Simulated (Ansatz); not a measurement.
# C₂H₆OSi: a ladder of functionals and wavefunction methods

One table from this session's results is given with a row withheld; the runs are named, their logs left out.

Program: Ansatz 0.2.0, Gaussian basis. Level of theory: functionals in def2-TZVPP, the program's frozen cores in correlated methods. These are calculated values, not measurements.

Plan: LDA (SPW92), PBE-D4, revPBE-D4, BLYP-D4, r2SCAN-D4, B97M-V, PBE0-D4, B3LYP-D4, r2SCANh-D4, r2SCAN0-D4, HSE06-D4, BHLYP-D4, CAM-B3LYP-D4, LC-ωPBE, ωB97X-V, ωB97M-V, B2PLYP, PBE-QIDH; CCSD(T)/def2-SVP; CCSD(T)/def2-TZVPP; MP2/def2-QZVPP; extrapolation to the limit; RPA on PBE.

**The geometry**

An earlier PBE0-D4 in a triple-zeta def2 set relaxation fixed the geometry.

SMILES `CC(=O)[SiH3]`, 10 atoms, charge 0, spin multiplicity 1.

Atoms are counted from 1 here; the program's logs count them from 0.

Bond lengths: C1–C2 1.501 Å, C1–H5 1.095 Å, C1–H6 1.090 Å, C1–H7 1.095 Å, C2–O3 1.209 Å, C2–Si4 1.938 Å, Si4–H8 1.484 Å, Si4–H9 1.488 Å, Si4–H10 1.484 Å. Angles: C2–C1–H5 109.6°, C2–C1–H6 110.7°, C2–C1–H7 109.6°, H5–C1–H6 110.2°, H5–C1–H7 106.3°, H6–C1–H7 110.2°, C1–C2–O3 122.3°, C1–C2–Si4 120.8°, O3–C2–Si4 116.9°, C2–Si4–H8 107.5°, C2–Si4–H9 112.3°, C2–Si4–H10 107.5°, H8–Si4–H9 109.7°, H8–Si4–H10 110.1°, H9–Si4–H10 109.7°.

Set-up of the first run:

File in.yaml:

```yaml
crystal:
  periodic: [false, false, false]
  atoms:
    - {symbol: C, position_ang: [-0.764397, 1.059401, -0.719975]}
    - {symbol: C, position_ang: [-0.100941, -0.284812, -0.645741]}
    - {symbol: O, position_ang: [-0.088999, -1.051417, -1.580226]}
    - {symbol: Si, position_ang: [0.782304, -0.867825, 0.977639]}
    - {symbol: H, position_ang: [-0.031055, 1.843935, -0.506591]}
    - {symbol: H, position_ang: [-1.208541, 1.216343, -1.703486]}
    - {symbol: H, position_ang: [-1.531398, 1.134675, 0.057760]}
    - {symbol: H, position_ang: [0.111501, -2.112088, 1.428492]}
    - {symbol: H, position_ang: [0.714632, 0.156273, 2.055321]}
    - {symbol: H, position_ang: [2.199993, -1.145684, 0.639907]}
basis:
  gaussian: {orbitals: def2-TZVPP}
hamiltonian: {xc: lda}
output: {orbitals: {seedname: orbitals}}
```

Command:

```sh
ansatz run in.yaml --threads 2 --pin off --events-out ev --progress --plain --max-ram 4352MiB
```

Steps of the session up to this table: LDA; PBE-D4 (GGA); revPBE-D4 (GGA); BLYP-D4 (GGA); r2SCAN-D4 (meta-GGA); B97M-V (meta-GGA); PBE0-D4 (hybrid); B3LYP-D4 (hybrid); r2SCANh-D4 (hybrid); r2SCAN0-D4 (hybrid); HSE06-D4 (hybrid); BHLYP-D4 (hybrid); CAM-B3LYP-D4 (range-separated); LC-ωPBE (range-separated); ωB97X-V (range-separated); ωB97M-V (range-separated); B2PLYP (double hybrid); PBE-QIDH (double hybrid).

One of the session's tables, all rows but one given; the rest of the session is left out.

It belongs to the step «Orbital energies across the functionals». 

| functional | HOMO (eV) | gap (eV) |
| --- | --- | --- |
| LDA (SPW92) | -5.67 | 3.07 |
| PBE-D4 | -5.53 | 3.14 |
| revPBE-D4 | -5.47 | 3.16 |
| BLYP-D4 | -5.44 | 3.20 |
| r2SCAN-D4 | -5.77 | 3.59 |
| B97M-V | -5.98 | 3.81 |
| PBE0-D4 | -6.96 | 5.70 |
| B3LYP-D4 | -6.74 | 5.24 |
| r2SCANh-D4 | -6.32 | 4.55 |
| r2SCAN0-D4 | -7.14 | 5.99 |
| HSE06-D4 | -6.56 | 4.91 |
| BHLYP-D4 | -8.36 | 8.33 |
| CAM-B3LYP-D4 | -8.36 | 8.34 |
| LC-ωPBE | -9.62 | 10.82 |
| ωB97X-V | ? | ? |
| ωB97M-V | -9.25 | 10.25 |

**Question.** Estimate the row for ωB97X-V.

As computed: HOMO (eV): -9.32; gap (eV): 10.43. In the column «HOMO (eV)» it lies between LC-ωPBE (-9.62) and ωB97M-V (-9.25).
